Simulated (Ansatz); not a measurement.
# C₂H₁₀BN₃: small, medium and large basis sets

One table from this session's results is given with a row withheld; the runs are named, their logs left out.

Method: one geometry, several basis sets; program: Ansatz 0.2.0, Gaussian basis.

Plan: PBE0-D4/def2-SVP; ωB97M-V/def2-SVP; PBE0-D4/def2-QZVPP; ωB97M-V/def2-QZVPP; the functionals' def2-TZVPP values are taken from earlier runs.

## Structure used throughout

An earlier PBE0-D4 in a triple-zeta def2 set relaxation fixed the geometry.

SMILES `CN(C)B(N)N`, 16 atoms, charge 0, spin multiplicity 1.

Atoms are counted from 1 here; the program's logs count them from 0.

Bond lengths: C1–N2 1.436 Å, C1–H7 1.099 Å, C1–H8 1.090 Å, C1–H9 1.100 Å, N2–C3 1.436 Å, N2–B4 1.430 Å, C3–H10 1.090 Å, C3–H11 1.099 Å, C3–H12 1.100 Å, B4–N5 1.430 Å, B4–N6 1.430 Å, N5–H13 1.003 Å, N5–H14 1.003 Å, N6–H15 1.003 Å, N6–H16 1.003 Å. Angles: N2–C1–H7 110.9°, N2–C1–H8 110.8°, N2–C1–H9 112.4°, H7–C1–H8 107.1°, H7–C1–H9 107.0°, H8–C1–H9 108.5°, C1–N2–C3 113.3°, C1–N2–B4 123.3°, C3–N2–B4 123.3°, N2–C3–H10 110.8°, N2–C3–H11 110.9°, N2–C3–H12 112.4°, H10–C3–H11 107.1°, H10–C3–H12 108.5°, H11–C3–H12 107.0°, N2–B4–N5 120.4°, N2–B4–N6 120.4°, N5–B4–N6 119.3° and more.

Set-up of the first run:

File in.yaml:

```yaml
crystal:
  periodic: [false, false, false]
  atoms:
    - {symbol: C, position_ang: [-0.105930, -0.863635, 1.529637]}
    - {symbol: N, position_ang: [0.300599, -0.270627, 0.286655]}
    - {symbol: C, position_ang: [1.672738, -0.531874, -0.046053]}
    - {symbol: B, position_ang: [-0.573404, 0.505909, -0.536069]}
    - {symbol: N, position_ang: [-0.199853, 0.837982, -1.875762]}
    - {symbol: N, position_ang: [-1.831255, 0.958614, -0.028691]}
    - {symbol: H, position_ang: [0.165677, -1.927574, 1.563339]}
    - {symbol: H, position_ang: [-1.187827, -0.805716, 1.649977]}
    - {symbol: H, position_ang: [0.367974, -0.382390, 2.398337]}
    - {symbol: H, position_ang: [1.990138, 0.083088, -0.888308]}
    - {symbol: H, position_ang: [2.333587, -0.289294, 0.797419]}
    - {symbol: H, position_ang: [1.848279, -1.588041, -0.299765]}
    - {symbol: H, position_ang: [0.466907, 0.303577, -2.400474]}
    - {symbol: H, position_ang: [-0.778585, 1.417654, -2.454798]}
    - {symbol: H, position_ang: [-2.013969, 1.063072, 0.951707]}
    - {symbol: H, position_ang: [-2.477877, 1.466756, -0.603047]}
basis:
  gaussian: {orbitals: def2-SVP}
hamiltonian: {xc: pbe0, dispersion: d4}
output: {orbitals: {seedname: orbitals}}
```

Command:

```console
$ ansatz run in.yaml --threads 4 --pin off --events-out ev --progress --plain --max-ram 11315MiB
```

Steps of the session up to this table: PBE0-D4 in def2-SVP; ωB97M-V in def2-SVP; PBE0-D4 in def2-QZVPP; ωB97M-V in def2-QZVPP.

One of the session's tables, all rows but one given; the rest of the session is left out.

It belongs to the step «Functionals by basis». 

```
functional       basis  HOMO (eV)  LUMO (eV)
   PBE0-D4    def2-SVP      -5.62       1.77
   PBE0-D4  def2-TZVPP      -5.86       0.91
   PBE0-D4  def2-QZVPP      -5.91       0.56
   ωB97M-V    def2-SVP          ?          ?
   ωB97M-V  def2-TZVPP      -8.16       2.23
   ωB97M-V  def2-QZVPP      -8.21       1.70
```

**Question.** Estimate the row for ωB97M-V, def2-SVP.

**Answer.** HOMO (eV): -7.93; LUMO (eV): 3.38. In the column «HOMO (eV)» it lies between ωB97M-V, def2-TZVPP (-8.16) and PBE0-D4, def2-QZVPP (-5.91).
